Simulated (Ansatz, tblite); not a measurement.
# ZrF4: charged states by level of theory

Aim: the energy of removing and adding an electron for ZrF4, by energy differences, and how well orbital energies stand in for it.

The runs use Ansatz 0.2.0, Gaussian basis; as each input shows.

The runs, in order: charge +1 doublet, at the geometry of the singlet (PBE0-D4/def2-TZVP, PBE-D4/def2-TZVP, r2SCAN-D4/def2-TZVP); charge -1 doublet, at the geometry of the singlet (PBE0-D4/def2-TZVPD, PBE-D4/def2-TZVPD, r2SCAN-D4/def2-TZVPD); the starting singlet's energies come from earlier runs.

## 1. The geometry

The geometry is that of the singlet, from an earlier relaxation (PBE-D4/def2-SVP).

5 atoms, charge 0, spin multiplicity 1.

Atoms are counted from 1 here; the program's logs count them from 0.

Bond lengths: Zr1–F2 1.908 Å, Zr1–F3 1.908 Å, Zr1–F4 1.908 Å, Zr1–F5 1.908 Å. Angles: F2–Zr1–F3 109.5°, F2–Zr1–F4 109.5°, F2–Zr1–F5 109.5°, F3–Zr1–F4 109.5°, F3–Zr1–F5 109.5°, F4–Zr1–F5 109.5°.

Formally the metal is d0. Zr takes a core potential in the def2 sets. No spin-orbit coupling is included.

## 2. Charge +1 doublet at the fixed geometry, first pass, PBE0-D4/def2-SVP

in.yaml reads:

```yaml
crystal:
  periodic: [false, false, false]
  atoms:
    - {symbol: Zr, position_ang: [-0.000007, -0.000006, 0.000025]}
    - {symbol: F, position_ang: [0.009446, -0.015571, 1.908285]}
    - {symbol: F, position_ang: [1.795993, 0.009661, -0.644961]}
    - {symbol: F, position_ang: [-0.906521, 1.561038, -0.618920]}
    - {symbol: F, position_ang: [-0.898911, -1.555123, -0.644419]}
basis:
  gaussian: {orbitals: def2-SVP}
total_charge: 1
magnetization: {spin_polarized: true, initial_magnetization: 1}
hamiltonian: {xc: pbe0, dispersion: d4}
output: {orbitals: {seedname: orbitals}}
```

Started as:

```sh
$ ansatz run in.yaml --threads 4 --pin off --events-out ev --progress --plain --max-ram 3916MiB
```

What it wrote:

```text
Functional definition: PBE0
  name "PBE0"
  cite "Adamo & Barone, J. Chem. Phys. 110, 6158 (1999) doi:10.1063/1.478522"
  cite "Perdew, Burke & Ernzerhof, Phys. Rev. Lett. 77, 3865 (1996) doi:10.1103/PhysRevLett.77.3865"
  parent pbe
  parameter a = 0.25
  parameter kappa = 0.804
  parameter beta = 0.06672455060314922
  exchange = (1 - a)*pbe_x(kappa = kappa, mu = beta*pi^2/3) + a*exact_x
  correlation = pbe_c(beta = beta)
834 factors; integrals over basis functions are off by at most 7.7e-4 eV
mean field evaluation 1: about -12111.7119 eV, gradient 6.0e1 eV
mean field evaluation 2: about -12050.8316 eV, gradient 1.5e2 eV
mean field evaluation 4: about -12121.2645 eV, gradient 2.4e1 eV
mean field evaluation 8: about -12123.4022 eV, gradient 8.1e-1 eV
mean field evaluation 16: about -12123.4773 eV, gradient 4.7e-2 eV
mean field evaluation 32: about -12123.4774 eV, gradient 7.0e-4 eV
mean field evaluation 64: about -12123.5021 eV, gradient 3.8e-5 eV
mean field evaluation 96: about -12123.5015 eV, gradient 3.5e-1 eV
mean field evaluation 128: about -12123.5003 eV, gradient 6.7e-2 eV
mean field evaluation 160: about -12123.5020 eV, gradient 2.6e-3 eV
mean field evaluation 192: about -12123.3675 eV, gradient 5.0e0 eV
mean field evaluation 224: about -12123.4865 eV, gradient 2.2e-1 eV
mean field -12123.50205616 eV, -445.5304829589 hartree, gradient 3.7e-6 eV, S^2 0.765298; 12 other end points of the search recorded, 0 dependent functions left out
reference -12123.50212551 eV, -445.5304855075 hartree; 24, 23 occupied and 63, 64 virtual orbitals, 834 factors
Total energy: -12123.56509316 eV, -445.5327995262 hartree
```

It took 40 s on 4 threads of Arm Neoverse V1, shared host.

Report: HOMO -18.27 eV, LUMO -16.87 eV (over both spins); ⟨S²⟩ 0.765 (pure: 0.75).

## 3. Charge +1 doublet at the fixed geometry, PBE0-D4/def2-TZVP

start.molden holds the orbitals of an earlier run on this state, given as this run's starting guess.

Changes to in.yaml since step 2:

```diff
@@ -9,3 +9,3 @@
 basis:
-  gaussian: {orbitals: def2-SVP}
+  gaussian: {orbitals: def2-TZVP, initial_orbitals: start.molden}
 total_charge: 1
@@ -13,2 +13,3 @@
 hamiltonian: {xc: pbe0, dispersion: d4}
+scf: {omitted_lower_state_checks: [starts]}
 output: {orbitals: {seedname: orbitals}}
```

Launched as before.

What it wrote:

```text
Functional definition: PBE0
  name "PBE0"
  cite "Adamo & Barone, J. Chem. Phys. 110, 6158 (1999) doi:10.1063/1.478522"
  cite "Perdew, Burke & Ernzerhof, Phys. Rev. Lett. 77, 3865 (1996) doi:10.1103/PhysRevLett.77.3865"
  parent pbe
  parameter a = 0.25
  parameter kappa = 0.804
  parameter beta = 0.06672455060314922
  exchange = (1 - a)*pbe_x(kappa = kappa, mu = beta*pi^2/3) + a*exact_x
  correlation = pbe_c(beta = beta)
these checks for a lower state are left out or cut short: starts
1023 factors; their error is unknown
mean field evaluation 1: about -12132.2374 eV, gradient 1.6e2 eV
mean field evaluation 2: about -12136.8935 eV, gradient 4.0e0 eV
mean field evaluation 4: about -12137.0102 eV, gradient 1.2e-1 eV
mean field evaluation 8: about -12137.0103 eV, gradient 8.4e-5 eV
mean field evaluation 16: about -12137.0103 eV, gradient 2.4e-5 eV
mean field -12137.01026027 eV, -446.0269003038 hartree, gradient 2.4e-6 eV, S^2 0.765811; 0 other end points of the search recorded, 0 dependent functions left out
reference -12137.01030671 eV, -446.0269020105 hartree; 24, 23 occupied and 140, 141 virtual orbitals, 1023 factors
Total energy: -12137.07327436 eV, -446.0292160291 hartree
Checks for a lower state left out: starts
```

It took 13 s on 4 threads of Arm Neoverse V1, shared host; peak memory 0.57 GiB.

From the report: HOMO -18.22 eV, LUMO -16.81 eV (over both spins); ⟨S²⟩ 0.766 (pure: 0.75).

## 4. Charge +1 doublet at the fixed geometry, PBE-D4/def2-TZVP

Changes to in.yaml since step 3:

```diff
@@ -12,3 +12,3 @@
 magnetization: {spin_polarized: true, initial_magnetization: 1}
-hamiltonian: {xc: pbe0, dispersion: d4}
+hamiltonian: {xc: pbe, dispersion: d4}
 scf: {omitted_lower_state_checks: [starts]}
```

Same command.

What it wrote:

```text
Functional definition: PBE
  name "PBE"
  cite "Perdew, Burke & Ernzerhof, Phys. Rev. Lett. 77, 3865 (1996) doi:10.1103/PhysRevLett.77.3865"
  parent pbe
  parameter kappa = 0.804
  parameter beta = 0.06672455060314922
  exchange = pbe_x(kappa = kappa, mu = beta*pi^2/3)
  correlation = pbe_c(beta = beta)
these checks for a lower state are left out or cut short: starts
945 factors; their error is unknown
mean field evaluation 1: about -12138.9763 eV, gradient 8.0e0 eV
mean field evaluation 2: about -12139.1725 eV, gradient 1.9e-1 eV
mean field evaluation 4: about -12139.1705 eV, gradient 8.1e-2 eV
mean field evaluation 8: about -12139.1716 eV, gradient 1.4e-1 eV
mean field evaluation 16: about -12139.1717 eV, gradient 3.1e-5 eV
mean field -12139.17172888 eV, -446.1063328101 hartree, gradient 1.3e-6 eV, S^2 0.753790; 0 other end points of the search recorded, 0 dependent functions left out
reference -12139.17179688 eV, -446.1063353090 hartree; 24, 23 occupied and 140, 141 virtual orbitals, 945 factors
Total energy: -12139.24612589 eV, -446.1090668500 hartree
Checks for a lower state left out: starts
```

It took 7.5 s on 4 threads of Arm Neoverse V1, shared host.

Report: HOMO -16.92 eV, LUMO -16.88 eV (over both spins); ⟨S²⟩ 0.754 (pure: 0.75).

## 5. Charge +1 doublet at the fixed geometry, r2SCAN-D4/def2-TZVP

Changes to in.yaml since step 4:

```diff
@@ -12,3 +12,3 @@
 magnetization: {spin_polarized: true, initial_magnetization: 1}
-hamiltonian: {xc: pbe, dispersion: d4}
+hamiltonian: {xc: r2scan, dispersion: d4}
 scf: {omitted_lower_state_checks: [starts]}
```

Launched as before.

What it wrote:

```text
Functional definition: r2SCAN
  name "r2SCAN"
  cite "Furness, Kaplan, Ning, Perdew & Sun, J. Phys. Chem. Lett. 11, 8208 (2020) doi:10.1021/acs.jpclett.0c02405"
  cite "Furness, Kaplan, Ning, Perdew & Sun, J. Phys. Chem. Lett. 11, 9248 (2020) doi:10.1021/acs.jpclett.0c03077"
  parent r2scan
  parameter k0 = 0.174
  parameter k1 = 0.065
  parameter a1 = 4.9479
  exchange = r2scan_x(k0 = k0, k1 = k1, a1 = a1)
  correlation = r2scan_c
these checks for a lower state are left out or cut short: starts
945 factors; their error is unknown
mean field evaluation 1: about -12144.7744 eV, gradient 4.0e0 eV
mean field evaluation 2: about -12144.8329 eV, gradient 7.4e-2 eV
mean field evaluation 4: about -12144.8327 eV, gradient 7.5e-2 eV
mean field evaluation 8: about -12144.8332 eV, gradient 5.2e-2 eV
mean field evaluation 16: about -12144.8334 eV, gradient 7.4e-3 eV
mean field -12144.83339111 eV, -446.3143950594 hartree, gradient 5.9e-6 eV, S^2 0.757469; 0 other end points of the search recorded, 0 dependent functions left out
reference -12144.83341346 eV, -446.3143958809 hartree; 24, 23 occupied and 140, 141 virtual orbitals, 945 factors
Total energy: -12144.85054721 eV, -446.3150255345 hartree
Checks for a lower state left out: starts
```

Run time: 19 s. Hardware: 4 threads of Arm Neoverse V1, shared host.

From the report: HOMO -17.19 eV, LUMO -17.11 eV (over both spins); ⟨S²⟩ 0.757 (pure: 0.75).

## 6. Vertical ionisation energy

Charged state less starting state, singlet to doublet; the starting state's energies are those of its earlier runs.

| level | vertical ionisation energy (eV) | time |
| --- | --- | --- |
| PBE-D4/def2-TZVP | +13.51 | 8.7 s |
| r2SCAN-D4/def2-TZVP | +13.88 | 21 s |
| PBE0-D4/def2-TZVP | +14.51 | 14 s |

Times add the two runs; a level without a time comes out of a correlated run.

Beside −ε(HOMO) of the starting state:

| level | −ε(HOMO) (eV) | by difference (eV) | mismatch (eV) |
| --- | --- | --- | --- |
| PBE-D4/def2-TZVP | 10.14 | 13.51 | -3.37 |
| r2SCAN-D4/def2-TZVP | 10.64 | 13.88 | -3.23 |
| PBE0-D4/def2-TZVP | 12.20 | 14.51 | -2.31 |

## 7. Charge -1 doublet at the fixed geometry, first pass, PBE0-D4/def2-SVP

Changes to in.yaml since step 5:

```diff
@@ -9,7 +9,6 @@
 basis:
-  gaussian: {orbitals: def2-TZVP, initial_orbitals: start.molden}
-total_charge: 1
+  gaussian: {orbitals: def2-SVP}
+total_charge: -1
 magnetization: {spin_polarized: true, initial_magnetization: 1}
-hamiltonian: {xc: r2scan, dispersion: d4}
-scf: {omitted_lower_state_checks: [starts]}
+hamiltonian: {xc: pbe0, dispersion: d4}
 output: {orbitals: {seedname: orbitals}}
```

The command is unchanged.

What it wrote:

```text
Functional definition: PBE0
  name "PBE0"
  cite "Adamo & Barone, J. Chem. Phys. 110, 6158 (1999) doi:10.1063/1.478522"
  cite "Perdew, Burke & Ernzerhof, Phys. Rev. Lett. 77, 3865 (1996) doi:10.1103/PhysRevLett.77.3865"
  parent pbe
  parameter a = 0.25
  parameter kappa = 0.804
  parameter beta = 0.06672455060314922
  exchange = (1 - a)*pbe_x(kappa = kappa, mu = beta*pi^2/3) + a*exact_x
  correlation = pbe_c(beta = beta)
834 factors; integrals over basis functions are off by at most 7.7e-4 eV
mean field evaluation 1: about -12135.7856 eV, gradient 1.8e1 eV
mean field evaluation 2: about -12131.4889 eV, gradient 4.1e1 eV
mean field evaluation 4: about -12137.1805 eV, gradient 3.2e-1 eV
mean field evaluation 8: about -12137.2966 eV, gradient 1.5e-2 eV
mean field evaluation 16: about -12137.2966 eV, gradient 5.7e-5 eV
mean field evaluation 32: about -12137.2790 eV, gradient 4.9e-1 eV
mean field evaluation 64: about -12137.2826 eV, gradient 5.5e-1 eV
mean field -12137.29664192 eV, -446.0374246353 hartree, gradient 4.3e-6 eV, S^2 0.750474; 8 other end points of the search recorded, 0 dependent functions left out
reference -12137.29667742 eV, -446.0374259400 hartree; 25, 24 occupied and 62, 63 virtual orbitals, 834 factors
Total energy: -12137.37918298 eV, -446.0404579636 hartree
```

Wall time 6.5 s (4 threads of Arm Neoverse V1, shared host).

From the report: HOMO 1.99 eV, LUMO 3.37 eV (over both spins); ⟨S²⟩ 0.750 (pure: 0.75). Doubts: highest occupied level lies above zero.

## 8. Charge -1 doublet at the fixed geometry, PBE0-D4/def2-TZVPD

Changes to in.yaml since step 7:

```diff
@@ -9,3 +9,3 @@
 basis:
-  gaussian: {orbitals: def2-SVP}
+  gaussian: {orbitals: def2-TZVPD, initial_orbitals: start.molden}
 total_charge: -1
@@ -13,2 +13,3 @@
 hamiltonian: {xc: pbe0, dispersion: d4}
+scf: {omitted_lower_state_checks: [starts]}
 output: {orbitals: {seedname: orbitals}}
```

The command is unchanged.

What it wrote:

```text
Functional definition: PBE0
  name "PBE0"
  cite "Adamo & Barone, J. Chem. Phys. 110, 6158 (1999) doi:10.1063/1.478522"
  cite "Perdew, Burke & Ernzerhof, Phys. Rev. Lett. 77, 3865 (1996) doi:10.1103/PhysRevLett.77.3865"
  parent pbe
  parameter a = 0.25
  parameter kappa = 0.804
  parameter beta = 0.06672455060314922
  exchange = (1 - a)*pbe_x(kappa = kappa, mu = beta*pi^2/3) + a*exact_x
  correlation = pbe_c(beta = beta)
these checks for a lower state are left out or cut short: starts
1187 factors; their error is unknown
mean field evaluation 1: about -12145.8716 eV, gradient 1.6e2 eV
mean field evaluation 2: about -12150.8856 eV, gradient 5.5e0 eV
mean field evaluation 4: about -12151.2084 eV, gradient 1.8e-3 eV
mean field evaluation 8: about -12151.2654 eV, gradient 2.1e-5 eV
mean field -12151.26537561 eV, -446.5507661301 hartree, gradient 1.1e-5 eV, S^2 0.750420; 0 other end points of the search recorded, 0 dependent functions left out
reference -12151.26540881 eV, -446.5507673501 hartree; 25, 24 occupied and 175, 176 virtual orbitals, 1187 factors
Total energy: -12151.34791437 eV, -446.5537993737 hartree
Checks for a lower state left out: starts
```

Wall time 12 s (4 threads of Arm Neoverse V1, shared host); peak memory 0.82 GiB.

From the report: HOMO 1.56 eV, LUMO 2.90 eV (over both spins); ⟨S²⟩ 0.750 (pure: 0.75). Doubts: highest occupied level lies above zero.

## 9. Charge -1 doublet at the fixed geometry, PBE-D4/def2-TZVPD

Changes to in.yaml since step 8:

```diff
@@ -12,3 +12,3 @@
 magnetization: {spin_polarized: true, initial_magnetization: 1}
-hamiltonian: {xc: pbe0, dispersion: d4}
+hamiltonian: {xc: pbe, dispersion: d4}
 scf: {omitted_lower_state_checks: [starts]}
```

Launched as before.

What it wrote:

```text
Functional definition: PBE
  name "PBE"
  cite "Perdew, Burke & Ernzerhof, Phys. Rev. Lett. 77, 3865 (1996) doi:10.1103/PhysRevLett.77.3865"
  parent pbe
  parameter kappa = 0.804
  parameter beta = 0.06672455060314922
  exchange = pbe_x(kappa = kappa, mu = beta*pi^2/3)
  correlation = pbe_c(beta = beta)
these checks for a lower state are left out or cut short: starts
1109 factors; their error is unknown
mean field evaluation 1: about -12152.3392 eV, gradient 8.1e0 eV
mean field evaluation 2: about -12152.5338 eV, gradient 1.7e-1 eV
mean field evaluation 4: about -12152.5342 eV, gradient 4.1e-4 eV
mean field evaluation 8: about -12152.5342 eV, gradient 1.4e-5 eV
mean field -12152.53422867 eV, -446.5973956201 hartree, gradient 2.3e-6 eV, S^2 0.750359; 0 other end points of the search recorded, 0 dependent functions left out
reference -12152.53427314 eV, -446.5973972544 hartree; 25, 24 occupied and 175, 176 virtual orbitals, 1109 factors
Total energy: -12152.63146048 eV, -446.6009688233 hartree
Checks for a lower state left out: starts
```

It took 3.8 s on 4 threads of Arm Neoverse V1, shared host.

HOMO 1.92 eV, LUMO 2.27 eV (over both spins); ⟨S²⟩ 0.750 (pure: 0.75). Doubts: highest occupied level lies above zero.

## 10. Charge -1 doublet at the fixed geometry, r2SCAN-D4/def2-TZVPD

Changes to in.yaml since step 9:

```diff
@@ -12,3 +12,3 @@
 magnetization: {spin_polarized: true, initial_magnetization: 1}
-hamiltonian: {xc: pbe, dispersion: d4}
+hamiltonian: {xc: r2scan, dispersion: d4}
 scf: {omitted_lower_state_checks: [starts]}
```

The command is unchanged.

What it wrote:

```text
Functional definition: r2SCAN
  name "r2SCAN"
  cite "Furness, Kaplan, Ning, Perdew & Sun, J. Phys. Chem. Lett. 11, 8208 (2020) doi:10.1021/acs.jpclett.0c02405"
  cite "Furness, Kaplan, Ning, Perdew & Sun, J. Phys. Chem. Lett. 11, 9248 (2020) doi:10.1021/acs.jpclett.0c03077"
  parent r2scan
  parameter k0 = 0.174
  parameter k1 = 0.065
  parameter a1 = 4.9479
  exchange = r2scan_x(k0 = k0, k1 = k1, a1 = a1)
  correlation = r2scan_c
these checks for a lower state are left out or cut short: starts
1109 factors; their error is unknown
mean field evaluation 1: about -12158.3590 eV, gradient 4.0e0 eV
mean field evaluation 2: about -12158.4125 eV, gradient 5.5e-2 eV
mean field evaluation 4: about -12158.4156 eV, gradient 1.3e-4 eV
mean field evaluation 8: about -12158.4156 eV, gradient 2.5e-5 eV
mean field -12158.41562976 eV, -446.8135331237 hartree, gradient 9.7e-6 eV, S^2 0.750610; 0 other end points of the search recorded, 0 dependent functions left out
reference -12158.41565835 eV, -446.8135341741 hartree; 25, 24 occupied and 175, 176 virtual orbitals, 1109 factors
Total energy: -12158.43847816 eV, -446.8143727869 hartree
Checks for a lower state left out: starts
```

Run time: 8.5 s. Hardware: 4 threads of Arm Neoverse V1, shared host.

HOMO 1.89 eV, LUMO 2.37 eV (over both spins); ⟨S²⟩ 0.751 (pure: 0.75). Doubts: highest occupied level lies above zero.

## 11. Vertical electron affinity

Starting state less charged state (positive: the electron is bound), singlet to doublet; the starting state's energies are those of its earlier runs.

| level | vertical electron affinity (eV) | time |
| --- | --- | --- |
| PBE-D4/def2-TZVPD | -0.24 | 5.4 s |
| r2SCAN-D4/def2-TZVPD | -0.41 | 12 s |
| PBE0-D4/def2-TZVPD | -0.35 | 14 s |

Times add the two runs; a level without a time comes out of a correlated run.

Beside −ε(LUMO) of the starting state:

| level | −ε(LUMO) (eV) | by difference (eV) | mismatch (eV) |
| --- | --- | --- | --- |
| PBE-D4/def2-TZVPD | 2.37 | -0.24 | +2.61 |
| r2SCAN-D4/def2-TZVPD | 2.16 | -0.41 | +2.58 |
| PBE0-D4/def2-TZVPD | 1.48 | -0.35 | +1.83 |

## 12. Results

| quantity | value |
| --- | --- |
| vertical ionisation energy, functionals in def2-TZVP | 13.51 (PBE-D4) to 14.51 eV (PBE0-D4) |
| vertical electron affinity, functionals in def2-TZVPD | -0.41 (r2SCAN-D4) to -0.24 eV (PBE-D4) |

In words: The vertical ionisation energy spans 13.51 to 14.51 eV over the functionals. −ε(HOMO) misses the level's own difference by -2.31 eV at best (PBE0-D4) and -3.37 eV at worst (PBE-D4). The vertical electron affinity spans -0.41 to -0.24 eV over the functionals. A negative affinity means an unbound electron, held by the basis alone. −ε(LUMO) misses the level's own difference by +1.83 eV at best (PBE0-D4) and +2.61 eV at worst (PBE-D4). The charged states' spins were chosen beforehand and needn't be their lowest.
